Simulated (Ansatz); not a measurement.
**AlGeH8NSi: one species, many methods**

How much do the methods differ for AlGeH8NSi? The plan is to run it at one geometry with functionals of several rungs and with coupled cluster. The yardstick is the atomisation energy at the CCSD(T) limit.

Method: functionals in def2-TZVPP, the program's frozen cores in correlated methods; program: Ansatz 0.2.0, Gaussian basis.

Levels to be run: PBE-D4, r2SCAN-D4, PBE0-D4, B3LYP-D4, ωB97X-V, ωB97M-V, B2PLYP; CCSD(T)/def2-TZVPP; MP2/def2-QZVPP; extrapolation to the limit.

**1. The geometry**

An earlier PBE0-D4 in a triple-zeta def2 set relaxation fixed the geometry.

SMILES `[AlH2][NH][SiH2][GeH3]`, 12 atoms, charge 0, spin multiplicity 1.

Atoms are counted from 1 here; the program's logs count them from 0.

Bond lengths: Al1–N2 1.784 Å, Al1–H5 1.583 Å, Al1–H6 1.580 Å, N2–Si3 1.730 Å, N2–H7 1.012 Å, Si3–Ge4 2.384 Å, Si3–H8 1.487 Å, Si3–H9 1.492 Å, Ge4–H10 1.542 Å, Ge4–H11 1.540 Å, Ge4–H12 1.540 Å. Angles: N2–Al1–H5 117.4°, N2–Al1–H6 117.9°, H5–Al1–H6 124.8°, Al1–N2–Si3 129.1°, Al1–N2–H7 116.3°, Si3–N2–H7 114.5°, N2–Si3–Ge4 112.0°, N2–Si3–H8 107.1°, N2–Si3–H9 112.0°, Ge4–Si3–H8 109.5°, Ge4–Si3–H9 107.9°, H8–Si3–H9 108.2°, Si3–Ge4–H10 110.5°, Si3–Ge4–H11 111.0°, Si3–Ge4–H12 112.0°, H10–Ge4–H11 107.4°, H10–Ge4–H12 107.6°, H11–Ge4–H12 108.1°.

**2. PBE-D4 (GGA)**

in.yaml

```yaml
crystal:
  periodic: [false, false, false]
  atoms:
    - {symbol: Al, position_ang: [-1.656216, 2.027665, 0.375962]}
    - {symbol: N, position_ang: [-0.085189, 1.183971, 0.331368]}
    - {symbol: Si, position_ang: [0.296535, -0.436736, 0.799743]}
    - {symbol: Ge, position_ang: [1.119105, -1.723854, -1.030743]}
    - {symbol: H, position_ang: [-1.696036, 3.519721, -0.150825]}
    - {symbol: H, position_ang: [-2.903982, 1.235326, 0.933961]}
    - {symbol: H, position_ang: [0.697321, 1.710522, -0.036740]}
    - {symbol: H, position_ang: [-0.956290, -1.051141, 1.314262]}
    - {symbol: H, position_ang: [1.317540, -0.479793, 1.887198]}
    - {symbol: H, position_ang: [2.355487, -1.046319, -1.654341]}
    - {symbol: H, position_ang: [0.055780, -1.851939, -2.137617]}
    - {symbol: H, position_ang: [1.532846, -3.142526, -0.598229]}
basis:
  gaussian: {orbitals: def2-TZVPP}
hamiltonian: {xc: pbe, dispersion: d4}
output: {forces: true, orbitals: {seedname: orbitals}}
```

On the command line:

```
> ansatz run in.yaml --threads 4 --pin off --events-out ev --progress --plain --max-ram 10444MiB
```

After this run come: r2SCAN-D4 (meta-GGA); PBE0-D4 (hybrid); B3LYP-D4 (hybrid); ωB97X-V (range-separated); ωB97M-V (range-separated); B2PLYP (double hybrid); CCSD(T) in def2-TZVPP; MP2 in def2-QZVPP.

**Question.** What will the summary of the whole plan be? Wanted: atomisation energy, CCSD(T)/CBS; farthest; mean size of error, hybrid; mean size of error, range-separated; gap, smallest and largest; T1 diagnostic; triples share of the correlation energy.

The runs gave:

```
                               quantity                                  value
        atomisation energy, CCSD(T)/CBS                              36.196 eV
    functionals within 0.362 eV (1.0 %)  r2SCAN-D4, B3LYP-D4, ωB97X-V, ωB97M-V
                               farthest                    PBE0-D4 (-0.745 eV)
             mean size of error, hybrid                               0.466 eV
    mean size of error, range-separated                               0.189 eV
              gap, smallest and largest   4.41 eV (PBE-D4), 10.41 eV (ωB97X-V)
                          T1 diagnostic                                 0.0122
triples share of the correlation energy                                  3.4 %
```

What this shows: PBE-D4 is off by -0.556 eV. Double hybrids carry the basis error of their MP2 part in triple zeta, and no dispersion term here, so their miss is partly the set-up's. Misses under about 0.362 eV are within the doubt on the reference itself, which lacks core-valence correlation, relativity and higher excitations, and its outer-core shells are covered unevenly. Hartree-Fock recovers 73 % of the binding; the rest is correlation. The gap grows from 4.4 to 10.4 eV across the functionals, mostly with the share of exact exchange. Correlated methods include outer-core shells of Ge, which these sets cover unevenly.
